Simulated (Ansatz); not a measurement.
**BSiN2H5 (SMILES N[SiH]1BN1): B3LYP/6-31G(d) (Cartesian functions)**

What is the vertical ionisation energy of BSiN2H5 at B3LYP/6-31G* (Cartesian functions)? 

The results are computed with Ansatz 0.2.0.

61 further runs of the same task are left out: 61 set aside as unsound or not needed.

## Step 1: The molecule

BSiN2H5 has 9 atoms, charge 0, and is taken as a singlet. As SMILES, `N[SiH]1BN1`. The coordinates come from a PBE0-D4/def2-TZVP relaxation. This is one conformer, not always the lowest.

Bond lengths: N1–Si2 1.702 Å, Si2–B3 1.914 Å, Si2–N4 1.755 Å, B3–N4 1.389 Å, N1–H5 1.006 Å, N1–H6 1.005 Å, Si2–H7 1.482 Å, B3–H8 1.190 Å, N4–H9 1.011 Å. Some angles: N1–Si2–B3 127.2°, N1–Si2–N4 121.8°, B3–Si2–N4 44.2°, Si2–B3–N4 61.8°, Si2–N4–B3 74.0°, N1–Si2–H7 105.5°, B3–Si2–H7 127.1°, N4–Si2–H7 113.4°, Si2–N1–H5 122.6°, Si2–N1–H6 123.2°.

## Step 2: A single-point energy at B3LYP/6-31G(d) (Cartesian functions)

File job.yaml:

```yaml
basis:
  gaussian:
    orbitals: "6-31G*"
crystal:
  periodic: [false, false, false]
  atoms:
    - {symbol: "N", position_ang: [-0.637800, 1.588100, 0.218200]}
    - {symbol: Si, position_ang: [0.258900, 0.175500, 0.530500]}
    - {symbol: B, position_ang: [-0.233900, -1.625800, 0.110200]}
    - {symbol: N, position_ang: [0.650500, -0.971600, -0.738400]}
    - {symbol: H, position_ang: [-0.221300, 2.503300, 0.212900]}
    - {symbol: H, position_ang: [-1.561800, 1.577300, -0.177300]}
    - {symbol: H, position_ang: [1.441200, 0.620900, 1.305200]}
    - {symbol: H, position_ang: [-0.741300, -2.702400, 0.114400]}
    - {symbol: H, position_ang: [1.134000, -1.211600, -1.592900]}
hamiltonian:
  xc: {name: B3LYP}
accuracy: high
output:
  orbitals: {seedname: orbitals}
```

Run with:

```console
$ ansatz run job.yaml --threads 1 --pin off --max-ram 3480MiB --events-out events.jsonl --progress --plain --runs-dir runs
```

Log:

```text
Warning: RAYON_NUM_THREADS=1 ignored (pool sized by the plan → 1); use --threads N
Functional definition: B3LYP
  name "B3LYP"
  parameter a0 = 0.2
  parameter ax = 0.72
  parameter ac = 0.81
  exchange = (1 - a0 - ax)*slater_x + ax*b88_x + a0*exact_x
  correlation = (1 - ac)*vwn_rpa_c + ac*lyp_c
1689 factors; integrals over basis functions are off by at most 3.3e-9 eV
mean field evaluation 1: about -11605.1720 eV, gradient 7.4e1 eV
mean field evaluation 2: about -11588.6979 eV, gradient 1.1e2 eV
mean field evaluation 4: about -11615.7125 eV, gradient 7.0e0 eV
mean field evaluation 8: about -11615.9646 eV, gradient 7.2e-1 eV
mean field evaluation 16: about -11615.9662 eV, gradient 5.4e-5 eV
mean field -11615.96623930 eV, -426.8788857094 hartree, gradient 1.6e-8 eV, S^2 0.000000; 0 other end points of the search recorded, 0 dependent functions left out
reference -11615.96627766 eV, -426.8788871191 hartree; 19, 19 occupied and 55, 55 virtual orbitals, 1689 factors
Total energy: -11615.96627766 eV, -426.8788871191 hartree
```

It took 6.3 s on 1 thread of Arm Neoverse V1, shared host; peak memory 0.22 GiB.

## Step 3: The doublet cation at the same level

job.yaml, as its differences from that of step 2:

```diff
@@ -1,4 +1 @@
-basis:
-  gaussian:
-    orbitals: "6-31G*"
 crystal:
@@ -6,3 +3,3 @@
   atoms:
-    - {symbol: "N", position_ang: [-0.637800, 1.588100, 0.218200]}
+    - {symbol: N, position_ang: [-0.637800, 1.588100, 0.218200]}
     - {symbol: Si, position_ang: [0.258900, 0.175500, 0.530500]}
@@ -15,2 +12,9 @@
     - {symbol: H, position_ang: [1.134000, -1.211600, -1.592900]}
+basis:
+  gaussian:
+    orbitals: "6-31G*"
+total_charge: 1
+magnetization:
+  spin_polarized: true
+  initial_magnetization: 1
 hamiltonian:
```

Run with:

```console
$ ansatz run job.yaml --threads 1 --pin off --max-ram 3480MiB --events-out events.jsonl --progress --plain --runs-dir runs
```

Log, cut to the lines that bear on the results:

```text
Warning: RAYON_NUM_THREADS=1 ignored (pool sized by the plan → 1); use --threads N
[... 7 set-up lines as earlier in the session ...]
1688 factors; integrals over basis functions are off by at most 3.3e-9 eV
mean field evaluation 1: about -11587.4056 eV, gradient 7.1e1 eV
mean field evaluation 2: about -11530.8464 eV, gradient 1.2e2 eV
mean field evaluation 4: about -11606.2895 eV, gradient 1.3e1 eV
mean field evaluation 8: about -11607.2252 eV, gradient 7.1e-1 eV
mean field evaluation 16: about -11607.3812 eV, gradient 7.9e-4 eV
mean field -11607.38120220 eV, -426.5633914152 hartree, gradient 9.5e-8 eV, S^2 0.757655; 0 other end points of the search recorded, 0 dependent functions left out
reference -11607.38123890 eV, -426.5633927642 hartree; 19, 18 occupied and 55, 56 virtual orbitals, 1688 factors
Total energy: -11607.38123890 eV, -426.5633927642 hartree
```

It took 11 s on 1 thread of Arm Neoverse V1, shared host; peak memory 0.32 GiB.

## Step 4: What came out

Level: B3LYP/6-31G* (Cartesian functions).

| quantity | value |
| --- | --- |
| singlet BSiN2H5: total energy | -426.87889 Eh |
| singlet BSiN2H5: HOMO energy | -6.15 eV |
| singlet BSiN2H5: LUMO energy | 0.20 eV |
| singlet BSiN2H5: HOMO–LUMO gap | 6.35 eV |
| doublet cation: total energy | -426.56339 Eh |
| doublet cation: HOMO energy (highest over α and β) | -13.40 eV |
| doublet cation: LUMO energy (lowest over α and β) | -11.01 eV |
| doublet cation: ⟨S²⟩ | 0.758 |
| vertical ionisation energy (to the doublet cation) | 8.585 eV |

In words: The vertical ionisation energy comes to 8.59 eV (828 kJ/mol). The negative HOMO energy of the first species, 6.15 eV, lies 2.44 eV below that difference.
